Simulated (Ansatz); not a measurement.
# Rh: the cost of one run

Computed with Ansatz 0.2.0 (DFT r2SCAN, scalar-relativistic, plane waves, PAW, unless a step's input says otherwise).

The COD entry's cell or inner coordinates are ideal or old and differ from later refinements, so a difference from it is no clean test against experiment.

1 further run of the same task is left out (set aside as unsound or not needed).

## 1. The starting structure

It takes space group Fm-3m (No. 225, cubic). The conventional cell has a = 3.800 Å, b = 3.800 Å, c = 3.800 Å, α = 90.00°, β = 90.00°, γ = 90.00°. Around Rh (site symmetry m-3m) lie 12 Rh at 2.69 Å.

Coordinates:

```cif
data_structure
_symmetry_space_group_name_H-M 'Fm-3m'
_symmetry_Int_Tables_number 225
_cell_length_a 3.7999
_cell_length_b 3.7999
_cell_length_c 3.7999
_cell_angle_alpha 90.000
_cell_angle_beta 90.000
_cell_angle_gamma 90.000
_cell_volume 54.87
loop_
_atom_site_label
_atom_site_type_symbol
_atom_site_symmetry_multiplicity
_atom_site_Wyckoff_symbol
_atom_site_fract_x
_atom_site_fract_y
_atom_site_fract_z
_atom_site_occupancy
Rh1 Rh 4 a 0.00000 0.00000 0.00000 1
```

This cell was relaxed beforehand with the same method: volume 13.72 Å³/atom, gap on the mesh none (metal).

## 2. Bands, states and charges

Input file input.yaml:

```yaml
crystal:
  lattice:
    - [0.0, 1.8999524424, 1.8999524424]
    - [1.8999524424, 0.0, 1.8999524424]
    - [1.8999524424, 1.8999524424, 0.0]
  atoms:
    - { symbol: Rh, position: [0.0, 0.0, 0.0] }
basis:
  ecutwfc: 500
kpoints:
  mp_grid: { grid: [18, 18, 18] }
  band_path:
    path:
      - [[0.0, 0.0, 0.0], [0.5, 0.0, 0.5], [0.625, 0.25, 0.625]]
      - [[0.375, 0.375, 0.75], [0.0, 0.0, 0.0], [0.5, 0.5, 0.5], [0.5, 0.25, 0.75], [0.5, 0.0, 0.5]]
    npoints: 14
hamiltonian:
  xc: r2scan
scf:
  occupations: { method: gaussian, width: 0.1 }
  n_extra_bands: 6
output:
  forces: true
  stress: true
  eigenvalues: true
  populations: true
  dos: { projected: true, de: 0.02, nscf_kmesh: { grid: [27, 27, 27] } }
  bader: true
  write_density: true
  write_potential: true
  elf: true
  volumetric_format: npy
```

Command:

```bash
$ ansatz run input.yaml --threads 1 --pin off --max-ram 2560MiB --backend cpu --events-out ev --progress --plain --runs-dir out
```

Q: Estimate wall time and peak memory on 1 thread of Arm Neoverse V2, shared host.

About 12 s, with a peak of 0.35 GiB.
